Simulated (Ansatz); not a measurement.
# Cl2GeH5P: the cost of one run

Method: RKS B3LYP/def2-SVP, in Ansatz 0.2.0.

### Step 1. The starting structure

Bond lengths: Ge1–Cl2 2.570 Å, Ge1–Cl3 2.220 Å, Ge1–H4 1.549 Å, Ge1–H5 1.549 Å, Ge1–P6 2.570 Å, P6–H7 1.420 Å, P6–H8 1.420 Å, Cl2–H9 1.538 Å, P6–H9 1.601 Å. Angles (14 of 18 angles, heavy atoms first): Cl2–Ge1–Cl3 109.5°, Cl2–Ge1–P6 71.6°, Cl3–Ge1–P6 67.1°, Ge1–Cl2–H9 71.2°, Cl2–Ge1–H4 109.5°, Cl2–Ge1–H5 109.5°, Cl3–Ge1–H4 109.5°, Cl3–Ge1–H5 109.5°, H4–Ge1–P6 72.9°, H5–Ge1–P6 176.5°, Ge1–P6–H7 109.5°, Ge1–P6–H8 109.5°, Ge1–P6–H9 70.5°, Cl2–H9–P6 146.7°.

Structure file:

```xyz
9

Ge    0.0000    0.0000    0.0000
Cl    0.0000    0.0000    2.5700
Cl    2.0935    0.0000   -0.7393
H    -0.7300    1.2648   -0.5162
H    -0.7300   -1.2648   -0.5162
P     1.3478    2.0326    0.8104
H     2.4401    1.5915    1.6033
H     1.8381    2.7536   -0.3104
H     0.8047    1.2136    2.0743
```

### Step 2. A restrained relaxation towards end A

Springs on the bonds that form and break draw the guess towards this end; the thresholds are loose.

Input file input.yaml:

```yaml
crystal:
  periodic: [false, false, false]
  atoms:
    - { symbol: Ge, position_ang: [0.0, 0.0, 0.0] }
    - { symbol: Cl, position_ang: [0.0, 0.0, 2.57] }
    - { symbol: Cl, position_ang: [2.0935, 0.0, -0.7393] }
    - { symbol: H, position_ang: [-0.73, 1.2648, -0.5162] }
    - { symbol: H, position_ang: [-0.73, -1.2648, -0.5162] }
    - { symbol: P, position_ang: [1.3478, 2.0326, 0.8104] }
    - { symbol: H, position_ang: [2.4401, 1.5915, 1.6033] }
    - { symbol: H, position_ang: [1.8381, 2.7536, -0.3104] }
    - { symbol: H, position_ang: [0.8047, 1.2136, 2.0743] }
basis:
  gaussian: { orbitals: def2-SVP }
hamiltonian:
  xc: b3lyp
relax:
  f_tol: 0.15
  max_steps: 25
  restrain:
    - { distance: [0, 5], at: 3.47, k: 30.0 }
    - { distance: [8, 1], at: 2.57, k: 30.0 }
    - { distance: [0, 1], at: 2.22, k: 30.0 }
    - { distance: [8, 5], at: 1.42, k: 30.0 }
```

The run is started by

```console
$ ansatz run input.yaml --threads 4 --pin off --max-ram 5120MiB --backend cpu --events-out ev --progress --plain --runs-dir out
```

**Question.** How long does this run take on 4 threads of Arm Neoverse V2, shared host, and how much memory does it need?

About 20 s, with a peak of 0.28 GiB.
